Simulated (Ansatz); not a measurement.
## TePt, space group P6_3/mmc: a single point

Computed with Ansatz 0.2.0 through its Python package.

The script reads `tept.xyz`:
```text
4
Lattice="4.111 0.0 0.0 -2.0555 3.56023043 0.0 0.0 0.0 5.446" Properties=species:S:1:pos:R:3 pbc="T T T"
Te   -0.00000000    2.37348696    1.36150000
Te    2.05550000    1.18674348    4.08450000
Pt    0.00000000    0.00000000    0.00000000
Pt    0.00000000    0.00000000    2.72300000
```

Script `scf_tept.py`:
```python
"""Self-consistent field of TePt at the given structure."""

import sys

import ansatz as az
import pandas as pd

xtal = az.Crystal.from_extxyz("tept.xyz")

# the calculation
setup = xtal.calculation()
setup = setup.functional("lda")
setup = setup.kpoints(spacing=0.26)
setup = setup.occupations("Methfessel-Paxton", width=0.1)
setup = setup.compute(forces=True)
try:
    result = setup.run(threads=1)
except az.NonConvergedError as error:
    sys.exit(f"no convergence: {error}")
except az.RefusalError as error:
    sys.exit(f"input refused: {error}")
data = result.report

energy = data["free_energy_ev"]
print("TePt: {:.6f} eV = {:.6f} Ry = {:.6f} Ha".format(energy, energy / 13.605693, energy / 27.211386))
print("Fermi level {:.4f} eV, {} k-points, {} symmetry operations".format(data["fermi_energy_ev"], data["n_kpoints"], data["n_symmetry_ops"]))

print(len(data["kpoints_frac"]), "irreducible k-points (fractions, weight)")
for k, weight in list(zip(data["kpoints_frac"], data["kweights"]))[:8]:
    print("  {:8.4f} {:8.4f} {:8.4f}".format(*k), f"{weight:10.6f}")

# forces, one row an atom
table = pd.DataFrame(data["forces_ev_ang"], columns=["fx", "fy", "fz"])
table.insert(0, "atom", [site["symbol"] for site in data["lattice"]["sites"]])
print(table.round(4).to_string())
```

`python scf_tept.py` gives:
```text
DeckWarning: basis.ecutwfc = 420 eV, auto-derived from the records' recommended cutoffs: set by Te (normal level)
TePt: -38145.071311 eV = -2803.611055 Ry = -1401.805528 Ha
Fermi level 17.5472 eV, 24 k-points, 24 symmetry operations
24 irreducible k-points (fractions, weight)
    0.0000   0.0000   0.0000   0.004082
    0.0000   0.0000   0.2000   0.008163
    0.0000   0.0000   0.4000   0.008163
    0.0000   0.1429   0.0000   0.024490
    0.0000   0.1429   0.2000   0.048980
    0.0000   0.1429   0.4000   0.048980
    0.0000   0.2857   0.0000   0.024490
    0.0000   0.2857   0.2000   0.048980
  atom   fx   fy   fz
0   Te -0.0  0.0  0.0
1   Te  0.0 -0.0  0.0
2   Pt -0.0 -0.0  0.0
3   Pt  0.0 -0.0 -0.0
```
(Warnings from the package without file and line.)

What to keep in mind:
- Total energies depend on the potentials; only differences at equal settings carry meaning. A total without «per atom» is that of the cell as typed.
- Spin is left out of this run.
- For a metal this k-point mesh is coarse: on a finer one energies can move by several to tens of meV an atom and pressures by half a GPa or more, differences at one mesh by less.
- The zero of the levels is a convention of the potentials, so an absolute Fermi energy is no work function.
- Spin-orbit coupling, which matters for elements this heavy, is left out.
- The structure is a deposited one; some such entries were measured under pressure or heat, so a shift against it needn't be the functional's error alone.
- It ran for 3.5 s on 1 thread of Arm Neoverse V2 (shared host), peak memory 0.47 GiB.

(Lines on the test bed's own set-up are left out of the output.)
